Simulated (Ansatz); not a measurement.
# ZrC: the cost of one run

Computed with Ansatz 0.2.0 (DFT PBEsol, scalar-relativistic, plane waves, PAW, unless a step's input says otherwise).

### Step 1. The system as given

It takes space group Fm-3m (No. 225, cubic). Conventional cell: a = 4.700 Å, b = 4.700 Å, c = 4.700 Å, α = 90.00°, β = 90.00°, γ = 90.00°. Zr (site symmetry m-3m) is surrounded by 6 C at 2.35 Å. C (site symmetry m-3m) has 6 Zr at 2.35 Å as nearest neighbours.

As a file:

```cif
data_structure
_symmetry_space_group_name_H-M 'Fm-3m'
_symmetry_Int_Tables_number 225
_cell_length_a 4.7004
_cell_length_b 4.7004
_cell_length_c 4.7004
_cell_angle_alpha 90.000
_cell_angle_beta 90.000
_cell_angle_gamma 90.000
_cell_volume 103.85
loop_
_atom_site_label
_atom_site_type_symbol
_atom_site_symmetry_multiplicity
_atom_site_Wyckoff_symbol
_atom_site_fract_x
_atom_site_fract_y
_atom_site_fract_z
_atom_site_occupancy
Zr1 Zr 4 b 0.00000 0.00000 0.50000 1
C1 C 4 a 0.00000 0.00000 0.00000 1
```

The cell is taken as given, not relaxed at this level.

### Step 2. The perfect supercell on the trajectory's mesh

input.yaml reads:

```yaml
crystal:
  lattice:
    - [0.0, -4.70042, -4.70042]
    - [-4.70042, -4.70042, 0.0]
    - [-4.70042, 0.0, -4.70042]
  atoms:
    - { symbol: Zr, position: [0.25, 0.25, 0.25] }
    - { symbol: Zr, position: [0.25, 0.75, 0.25] }
    - { symbol: Zr, position: [0.25, 0.25, 0.75] }
    - { symbol: Zr, position: [0.25, 0.75, 0.75] }
    - { symbol: Zr, position: [0.75, 0.25, 0.25] }
    - { symbol: Zr, position: [0.75, 0.75, 0.25] }
    - { symbol: Zr, position: [0.75, 0.25, 0.75] }
    - { symbol: Zr, position: [0.75, 0.75, 0.75] }
    - { symbol: C, position: [0.5, 0.5, 0.5] }
    - { symbol: C, position: [0.5, 0.0, 0.5] }
    - { symbol: C, position: [0.5, 0.5, 0.0] }
    - { symbol: C, position: [0.5, 0.0, 0.0] }
    - { symbol: C, position: [0.0, 0.5, 0.5] }
    - { symbol: C, position: [0.0, 0.0, 0.5] }
    - { symbol: C, position: [0.0, 0.5, 0.0] }
    - { symbol: C, position: [0.0, 0.0, 0.0] }
  symmetry: { detect: false }
basis:
  ecutwfc: 420
kpoints:
  mp_grid: { grid: [2, 2, 2], shift: [0.5, 0.5, 0.5] }
hamiltonian:
  xc: pbesol
scf:
  occupations: { method: gaussian, width: 0.1 }
output:
  forces: true
  stress: true
  eigenvalues: true
```

Started as:

```console
> ansatz run input.yaml --threads 4 --pin off --max-ram 5120MiB --backend cpu --events-out ev --progress --plain --runs-dir out
```

Q: Estimate wall time and peak memory on 4 threads of Arm Neoverse N1, shared host.

About 3.6 s, with a peak of 0.58 GiB.
